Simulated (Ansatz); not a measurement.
**FH₅O₃SSi₂: one species, many methods**

How much do the methods differ for FH₅O₃SSi₂? The plan is to run it at one geometry with functionals of several rungs and with coupled cluster, and see how far each lands from CCSD(T) at the basis-set limit for the atomisation energy.

Method: functionals in def2-TZVPP, the program's frozen cores in correlated methods; program: Ansatz 0.2.0, Gaussian basis.

Levels to be run: PBE-D4, r2SCAN-D4, PBE0-D4, B3LYP-D4, ωB97X-V, ωB97M-V, B2PLYP; CCSD(T)/def2-TZVPP; MP2/def2-QZVPP; extrapolation to the limit.

## (1) Structure used throughout

An earlier PBE0-D4 in a triple-zeta def2 set relaxation fixed the geometry.

SMILES `O[SiH](O)S[SiH](O)F`, 12 atoms, charge 0, spin multiplicity 1.

Atoms are counted from 1 here; the program's logs count them from 0.

Bond lengths: O1–Si2 1.631 Å, O1–H8 0.958 Å, Si2–O3 1.647 Å, Si2–S4 2.134 Å, Si2–H9 1.473 Å, O3–H10 0.961 Å, S4–Si5 2.138 Å, Si5–O6 1.618 Å, Si5–F7 1.592 Å, Si5–H11 1.470 Å, O6–H12 0.967 Å. Angles: Si2–O1–H8 118.9°, O1–Si2–O3 108.3°, O1–Si2–S4 107.6°, O1–Si2–H9 113.7°, O3–Si2–S4 111.6°, O3–Si2–H9 104.2°, S4–Si2–H9 111.4°, Si2–O3–H10 116.3°, Si2–S4–Si5 98.4°, S4–Si5–O6 112.3°, S4–Si5–F7 108.4°, S4–Si5–H11 108.5°, O6–Si5–F7 110.0°, O6–Si5–H11 110.2°, F7–Si5–H11 107.4°, Si5–O6–H12 117.8°.

## (2) PBE-D4 (GGA)

File in.yaml:

```yaml
crystal:
  periodic: [false, false, false]
  atoms:
    - {symbol: O, position_ang: [-1.819294, 1.986312, -0.767056]}
    - {symbol: Si, position_ang: [-0.701181, 0.799493, -0.721243]}
    - {symbol: O, position_ang: [-1.484325, -0.649236, -0.735869]}
    - {symbol: S, position_ang: [0.442024, 1.057009, 1.062159]}
    - {symbol: Si, position_ang: [1.611541, -0.729333, 0.945290]}
    - {symbol: O, position_ang: [0.730927, -2.010841, 0.496394]}
    - {symbol: F, position_ang: [2.791493, -0.488962, -0.095784]}
    - {symbol: H, position_ang: [-1.627469, 2.820797, -0.337138]}
    - {symbol: H, position_ang: [0.163128, 0.754593, -1.913149]}
    - {symbol: H, position_ang: [-2.261139, -0.719560, -0.174300]}
    - {symbol: H, position_ang: [2.226484, -0.971772, 2.258699]}
    - {symbol: H, position_ang: [-0.072179, -1.848498, -0.018004]}
basis:
  gaussian: {orbitals: def2-TZVPP}
hamiltonian: {xc: pbe, dispersion: d4}
output: {forces: true, orbitals: {seedname: orbitals}}
```

Started as:

```
$ ansatz run in.yaml --threads 2 --pin off --events-out ev --progress --plain --max-ram 32768MiB --backend cuda --devices 0, --max-vram 18GiB
```

Further steps of the session: r2SCAN-D4 (meta-GGA); PBE0-D4 (hybrid); B3LYP-D4 (hybrid); ωB97X-V (range-separated); ωB97M-V (range-separated); B2PLYP (double hybrid); CCSD(T) in def2-TZVPP; MP2 in def2-QZVPP.

Q: Predict the results of all the runs planned. Wanted: atomisation energy, CCSD(T)/CBS; farthest; mean size of error, hybrid; mean size of error, range-separated; gap, smallest and largest; T1 diagnostic; triples share of the correlation energy.

**Answer**, as computed:

| quantity | value |
| --- | --- |
| atomisation energy, CCSD(T)/CBS | 1130.3 kcal/mol |
| functionals within 5.7 kcal/mol (0.5 %) | PBE-D4, r2SCAN-D4, ωB97X-V, ωB97M-V |
| farthest | B2PLYP (-25.1 kcal/mol) |
| mean size of error, hybrid | 20.4 kcal/mol |
| mean size of error, range-separated | 3.5 kcal/mol |
| gap, smallest and largest | 5.78 eV (PBE-D4), 12.36 eV (ωB97X-V) |
| T1 diagnostic | 0.0123 |
| triples share of the correlation energy | 3.6 % |

In words: PBE-D4 is off by +2.8 kcal/mol. Double hybrids carry the basis error of their MP2 part in triple zeta, and no dispersion term here, so their miss is partly the set-up's. Misses under about 5.7 kcal/mol are within the doubt on the reference itself, which lacks core-valence correlation, relativity and higher excitations. Hartree-Fock recovers 70 % of the binding; the rest is correlation. Orbital gaps span 5.8 to 12.4 eV; exact exchange widens them.
